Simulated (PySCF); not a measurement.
Write a Python script for PySCF 2.14.0 that does the following.

```yaml
Task: atomic charges
Functional: SCAN0
Potentials_or_basis: cc-pvdz (all-electron)
k_mesh: 1 × 1 × 1
Occupations: fixed
Spin: no spin polarisation
Exponents_discarded_below_exp_to_discard: 0 1/bohr^2
conv_tol: 1e-07 Ha
max_cycle: 60
exxdiv: ewald
Relativity: none
Coulomb_method: Gaussian density fitting (GDF)
Grid_for_exchange_and_correlation: Becke, atom-centred
Three-centre_integrals: read from an earlier run's file
```

NC2O2H, in a box:

```
CELL_PARAMETERS angstrom
12.00000 0.00000 0.00000
0.00000 13.00000 0.00000
0.00000 0.00000 12.00000
ATOMIC_POSITIONS crystal
N 0.62330 0.38203 0.56907
C 0.55242 0.44295 0.57626
O 0.47640 0.51208 0.59456
C 0.44470 0.57117 0.50348
O 0.48264 0.56408 0.41313
H 0.38010 0.62490 0.52985
```

The cell isn't the ideal one: atoms moved at random, drawn with an rms of 0.05 Å.

The input as run:

run.py

```python
import json
import numpy as np
from pyscf.pbc import gto, scf, dft, df

cell = gto.Cell()
cell.a = '''
 12.0000000000    0.0000000000    0.0000000000
  0.0000000000   13.0000000000    0.0000000000
  0.0000000000    0.0000000000   12.0000000000'''
cell.atom = '''
N    7.4795880000    4.9664290000    6.8288520000
C    6.6289920000    5.7583890000    6.9150960000
O    5.7168000000    6.6570790000    7.1347680000
C    5.3363400000    7.4251840000    6.0417480000
O    5.7917160000    7.3330270000    4.9575240000
H    4.5611760000    8.1236740000    6.3582600000'''
cell.unit = 'A'
cell.basis = 'cc-pvdz'
cell.exp_to_discard = 0
cell.precision = 1e-08
cell.max_memory = 2520  # MB
cell.verbose = 4
cell.build()

res = {}
kpts = cell.make_kpts([1, 1, 1])
mf = dft.KRKS(cell, kpts, xc='HYB_MGGA_X_SCAN0,MGGA_C_SCAN', exxdiv='ewald')
mf = mf.density_fit()
mf.with_df._cderi = 'cderi.h5'  # three-centre integrals saved by an earlier run on this cell, basis and mesh
mf.conv_tol = 1e-07
mf.max_cycle = 60

mf.kernel()
res.update(converged=bool(mf.converged), e_tot=mf.e_tot, nelec=cell.nelectron, nao=cell.nao, mesh=list(map(int, cell.mesh)), a=cell.lattice_vectors().tolist(), coords=cell.atom_coords().tolist(),
           mo_energy=[np.real(x).tolist() for x in mf.mo_energy], mo_occ=[np.real(x).tolist() for x in mf.mo_occ])
res.update(kpts=cell.get_scaled_kpts(kpts).tolist())
res['parts'] = {k: float(np.real(v)) for k, v in mf.scf_summary.items() if np.isscalar(v)}
json.dump(res, open('results.json', 'w'))
if not mf.converged:
    raise SystemExit('SCF not converged')

print('levels (eV)')
for i, kp in enumerate(res['kpts'][:40]):
    print('k %7.4f %7.4f %7.4f  ' % tuple(kp), ' '.join('%.3f' % (x * 27.211386) for x in res['mo_energy'][i][:23]))

# Mulliken populations
dm, s = np.asarray(mf.make_rdm1()), np.asarray(mf.get_ovlp())
sites = cell.aoslice_by_atom()[:, 2:]
tot = np.einsum('kij,kji->i', dm, s).real / len(kpts)
res['mulliken'] = [cell.atom_charge(i) - tot[a0:a1].sum() for i, (a0, a1) in enumerate(sites)]
print('Mulliken charges', np.round(res['mulliken'], 5))
res['meta_lowdin'] = mf.mulliken_meta()[1].tolist()
res['done'] = True
json.dump(res, open('results.json', 'w'))
```

Potentials or basis: cc-pvdz (all-electron).

Launch:

```console
$ OMP_NUM_THREADS=2 python -u run.py > log
```

It gave:

```yaml
Gap_between_the_frontier_levels: 8.26 eV
Meta-löwdin_charges: N -0.24; C +0.29, +0.45; O -0.29, -0.34; H +0.12 e
```

Caveat: this is a molecule in a periodic box at the Γ point, so its band gap is the HOMO-LUMO gap; population charges move with the basis; the basis of atomic orbitals isn't converged, which shifts pressures, moduli and gaps.

Run time: 15 s on 2 threads of Intel(R) Xeon(R) Processor @ 2.70GHz (shared host), peak memory 1.9 GiB.
